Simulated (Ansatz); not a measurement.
# GaH2F: taking an electron away

How much energy removes an electron from GaH2F at fixed geometry? The cation is run at each level and the neutral's energy taken from earlier runs.

Program: Ansatz 0.2.0, Gaussian basis. Level of theory: unrestricted cation, the program's frozen cores in correlated methods. These are calculated values, not measurements.

Levels to be run: UKS PBE-D4/def2-TZVPP; UKS r2SCAN-D4/def2-TZVPP; UKS PBE0-D4/def2-TZVPP; UKS B3LYP-D4/def2-TZVPP; UKS wB97X-V/def2-TZVPP; UKS wB97M-V/def2-TZVPP; UKS B2PLYP/def2-TZVPP; UHF-CCSD(T)/def2-TZVPP; UHF-CCSD(T)/def2-QZVPP; extrapolation to the limit; then −ε(HOMO) from the neutral's earlier runs with LDA (SPW92), PBE-D4, revPBE-D4, BLYP-D4, r2SCAN-D4, B97M-V, PBE0-D4, B3LYP-D4, r2SCANh-D4, r2SCAN0-D4, HSE06-D4, BHLYP-D4, CAM-B3LYP-D4, LC-ωPBE, ωB97X-V, ωB97M-V.

## 1. The geometry

All runs share one geometry, relaxed beforehand with PBE0-D4/def2-TZVP.

SMILES `[F][GaH2]`, 4 atoms, charge 0, spin multiplicity 1.

Atoms are counted from 1 here; the program's logs count them from 0.

Bond lengths: F1–Ga2 1.759 Å, Ga2–H3 1.555 Å, Ga2–H4 1.555 Å. Angles: F1–Ga2–H3 113.8°, F1–Ga2–H4 113.8°, H3–Ga2–H4 132.4°.

## 2. Cation, UKS PBE-D4/def2-TZVPP

in.yaml

```yaml
crystal:
  periodic: [false, false, false]
  atoms:
    - {symbol: F, position_ang: [-0.553530, -0.498969, 1.447833]}
    - {symbol: Ga, position_ang: [0.057633, 0.022135, -0.117026]}
    - {symbol: H, position_ang: [-0.881866, -0.328007, -1.306160]}
    - {symbol: H, position_ang: [1.433263, 0.744441, -0.044847]}
basis:
  gaussian: {orbitals: def2-TZVPP}
total_charge: 1
magnetization: {spin_polarized: true, initial_magnetization: 1}
hamiltonian: {xc: pbe, dispersion: d4}
```

Run with:

```bash
ansatz run in.yaml --threads 2 --pin off --events-out ev --progress --plain --max-ram 32768MiB --backend cpu
```

The runs that follow: Cation, UKS r2SCAN-D4/def2-TZVPP; Cation, UKS PBE0-D4/def2-TZVPP; Cation, UKS B3LYP-D4/def2-TZVPP; Cation, UKS wB97X-V/def2-TZVPP; Cation, UKS wB97M-V/def2-TZVPP; Cation, UKS B2PLYP (frozen core)/def2-TZVPP; Cation, UHF-CCSD(T)/def2-TZVPP; Cation, UHF-CCSD(T)/def2-QZVPP.

**Question.** What will the summary of the whole plan be? Wanted: ionisation energy, CCSD(T)/CBS; nearest functional by difference; nearest −ε(HOMO); −ε(HOMO) of PBE; T1 of the cation.

As calculated:

| quantity | value |
| --- | --- |
| ionisation energy, CCSD(T)/CBS | 11.94 eV |
| nearest functional by difference | ωB97X-V (-0.13 eV) |
| nearest −ε(HOMO) | LC-ωPBE (-0.21 eV) |
| −ε(HOMO) of PBE | 7.54 eV |
| T1 of the cation | 0.035 |

**Reading.** Energy differences with functionals land within 0.78 eV of the reference. −ε(HOMO) of PBE misses by 4.4 eV, since self-interaction lifts the level. Among orbital estimates LC-ωPBE comes nearest. Hartree-Fock falls 0.62 eV short, as the neutral has more correlation energy than the cation. The cation's T1 (from the report) is 0.035, near the customary mark of 0.045 for open shells, so the coupled-cluster value is less safe. The cation may have settled in a state other than its lowest; no search over hole states beyond the program's own was made. Correlated methods include outer-core shells of Ga, which these sets cover unevenly. With outer-core shells in play the reference is unsure by up to some tenths of an eV, so close misses can't be ranked.
